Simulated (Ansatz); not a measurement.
# CH7GaSi (SMILES [CH3][GaH][SiH3]): RPA@PBE/6-31G(d) (spherical functions)

What is the electronic atomisation energy of CH7GaSi at RPA@PBE/6-31G* (spherical functions)? 

Program for the calculation: Ansatz 0.2.0.

71 further runs of the same task are left out: 71 set aside as unsound or not needed.

## Step 1: The system as given

CH7GaSi: 10 atoms, total charge 0, spin state singlet. As SMILES, `[CH3][GaH][SiH3]`. Geometry: relaxed at PBE0-D4/def2-TZVP.

Bond lengths: C1–Ga2 1.971 Å, Ga2–Si3 2.419 Å, C1–H4 1.090 Å, C1–H5 1.094 Å, C1–H6 1.093 Å, Ga2–H7 1.578 Å, Si3–H8 1.492 Å, Si3–H9 1.489 Å, Si3–H10 1.492 Å. Some angles: C1–Ga2–Si3 120.8°, C1–Ga2–H7 118.1°, Si3–Ga2–H7 121.0°, Ga2–C1–H4 113.1°, Ga2–C1–H5 109.2°, Ga2–C1–H6 110.1°, Ga2–Si3–H8 110.2°, Ga2–Si3–H9 114.2°, Ga2–Si3–H10 110.2°, H4–C1–H5 108.5°.

## Step 2: The energy at RPA@PBE/6-31G(d) (spherical functions)

Contents of molecule.yaml:

```yaml
crystal:
  periodic: [false, false, false]
  atoms:
    - {symbol: C, position_ang: [-1.123300, 1.394100, -0.619200]}
    - {symbol: Ga, position_ang: [0.561500, 0.659300, 0.093300]}
    - {symbol: Si, position_ang: [0.786700, -1.705300, 0.550700]}
    - {symbol: H, position_ang: [-1.924300, 0.656600, -0.670400]}
    - {symbol: H, position_ang: [-0.947000, 1.785400, -1.626000]}
    - {symbol: H, position_ang: [-1.454200, 2.236500, -0.005700]}
    - {symbol: H, position_ang: [1.759600, 1.654600, 0.346000]}
    - {symbol: H, position_ang: [0.531000, -2.496200, -0.688800]}
    - {symbol: H, position_ang: [2.125000, -2.100900, 1.069700]}
    - {symbol: H, position_ang: [-0.231700, -2.135100, 1.553300]}
basis:
  gaussian: {orbitals: 6-31G_st_-spherical.json}
total_charge: 0
hamiltonian: {xc: pbe}
correlation: {method: rpa, frozen_orbitals: {C: 1, Ga: 9, H: 0, Si: 5}}
accuracy: high
```

The basis set 6-31G* is read from a file made from the Basis Set Exchange's data (not shown).

Run with:

```bash
ansatz run molecule.yaml --threads 1 --pin off --max-ram 3480MiB --events-out events.jsonl --progress --plain --runs-dir runs
```

The program printed:

```text
Warning: RAYON_NUM_THREADS=1 ignored (pool sized by the plan → 1); use --threads N
Functional definition: PBE
  name "PBE"
  parameter kappa = 0.804
  parameter beta = 0.06672455060314922
  exchange = pbe_x(kappa = kappa, mu = beta*pi^2/3)
  correlation = pbe_c(beta = beta)
1761 factors; integrals over basis functions are off by at most 7.4e-9 eV
mean field evaluation 1: about -61376.7117 eV, gradient 5.9e1 eV
mean field evaluation 2: about -61376.6952 eV, gradient 5.9e1 eV
mean field evaluation 4: about -61383.9220 eV, gradient 9.4e0 eV
mean field evaluation 8: about -61384.2734 eV, gradient 4.3e-2 eV
mean field evaluation 16: about -61384.2735 eV, gradient 6.2e-6 eV
mean field -61384.27348497 eV, -2255.8304428177 hartree, gradient 7.5e-8 eV, S^2 0.000000; 0 other end points of the search recorded, 0 dependent functions left out
15 core orbitals not correlated: weight in the atoms' cores, before any rotation towards them, 1.000 or more for the frozen orbitals, at most 0.000 for the correlated occupied ones
reference -61327.96392340 eV, -2253.7611045981 hartree; 14, 14 occupied and 49, 49 virtual orbitals, 1761 factors
Total energy: -61347.76361075 eV, -2254.4887296874 hartree
```

Run time: 15 s. Hardware: 1 thread of Arm Neoverse V1, shared host; peak memory 0.28 GiB.

## Step 3: The C atom at the same level

Contents of in.yaml:

```yaml
crystal:
  periodic: [false, false, false]
  atoms:
    - {symbol: C, position_ang: [0.000000, 0.000000, 0.000000]}
basis:
  gaussian: {orbitals: 6-31G_st_-spherical.json}
magnetization: {spin_polarized: true, initial_magnetization: 2}
hamiltonian: {xc: {name: PBE}}
correlation: {method: rpa, frozen_orbitals: {C: 1}}
accuracy: high
```

The basis set 6-31G* is read from a file made from the Basis Set Exchange's data (not shown).

Run the same way, it converges to -37.81047 Eh (log not shown).

## Step 4: The Ga atom, same level

Contents of run.yaml:

```yaml
crystal:
  periodic: [false, false, false]
  atoms:
    - {symbol: Ga, position_ang: [0.000000, 0.000000, 0.000000]}
basis:
  gaussian: {orbitals: 6-31G_st_-spherical.json}
magnetization: {spin_polarized: true, initial_magnetization: 1}
hamiltonian: {xc: pbe}
correlation: {method: rpa, frozen_orbitals: {Ga: 9}}
accuracy: high
```

The basis set 6-31G* is read from a file made from the Basis Set Exchange's data (not shown).

Run the same way, it converges to -1923.22018 Eh (log not shown).

## Step 5: The H atom, same level

Contents of molecule.yaml:

```yaml
basis:
  gaussian: {orbitals: "6-31G*"}
crystal:
  periodic: [false, false, false]
  atoms:
    - {symbol: H, position_ang: [0.000000, 0.000000, 0.000000]}
magnetization: {spin_polarized: true, initial_magnetization: 1}
hamiltonian: {xc: pbe}
correlation: {method: rpa, frozen_orbitals: {H: 0}}
accuracy: high
```

Run with:

```bash
ansatz run molecule.yaml --threads 1 --pin off --max-ram 3480MiB --events-out events.jsonl --progress --plain --runs-dir runs
```

The program printed, shortened:

```text
Warning: RAYON_NUM_THREADS=1 ignored (pool sized by the plan → 1); use --threads N
[... 6 set-up lines as earlier in the session ...]
3 factors; integrals over basis functions are off by at most 5.4e-10 eV
mean field evaluation 1: about -13.5364 eV, gradient 1.8e-1 eV
mean field evaluation 2: about -13.5355 eV, gradient 2.0e-1 eV
mean field evaluation 4: about -13.5358 eV, gradient 1.1e-6 eV
mean field evaluation 8: about -13.5358 eV, gradient 8.6e-10 eV
mean field -13.53580263 eV, -0.4974315718 hartree, gradient 4.3e-9 eV, S^2 0.750000; 0 other end points of the search recorded, 0 dependent functions left out
reference -13.55739893 eV, -0.4982252211 hartree; 1, 0 occupied and 1, 2 virtual orbitals, 3 factors
Total energy: -13.71103278 eV, -0.5038711609 hartree
```

Run time: 0.12 s. Hardware: 1 thread of Arm Neoverse V1, shared host.

## Step 6: The Si atom at the same level

Contents of input.yaml:

```yaml
basis:
  gaussian:
    orbitals: 6-31G_st_-spherical.json
crystal:
  periodic: [false, false, false]
  atoms:
    - {symbol: Si, position_ang: [0.000000, 0.000000, 0.000000]}
magnetization:
  spin_polarized: true
  initial_magnetization: 2
hamiltonian:
  xc: {name: PBE}
correlation:
  method: rpa
  frozen_orbitals: {Si: 5}
accuracy: high
```

The basis set 6-31G* is read from a file made from the Basis Set Exchange's data (not shown).

Run the same way, it converges to -288.93094 Eh (log not shown).

## Step 7: Results

Level: RPA@PBE/6-31G* (spherical functions), 15 core orbitals frozen.

```
                                  quantity           value
                    molecule: total energy  -2254.48873 Eh
molecule: RPA correlation energy (valence)      -727.6 mEh
                      C atom: total energy    -37.81047 Eh
  C atom: RPA correlation energy (valence)      -131.9 mEh
 C atom: ⟨S²⟩ of the reference determinant           2.001
                     Ga atom: total energy  -1923.22018 Eh
 Ga atom: RPA correlation energy (valence)      -293.2 mEh
Ga atom: ⟨S²⟩ of the reference determinant           0.752
                      H atom: total energy     -0.50387 Eh
            H atom: RPA correlation energy        -5.6 mEh
 H atom: ⟨S²⟩ of the reference determinant           0.750
                     Si atom: total energy   -288.93094 Eh
 Si atom: RPA correlation energy (valence)      -103.5 mEh
Si atom: ⟨S²⟩ of the reference determinant           2.002
             electronic atomisation energy       27.213 eV
```

In words: Taking the molecule apart into free atoms costs 27.21 eV (2626 kJ/mol), before zero-point energy and without spin-orbit coupling.
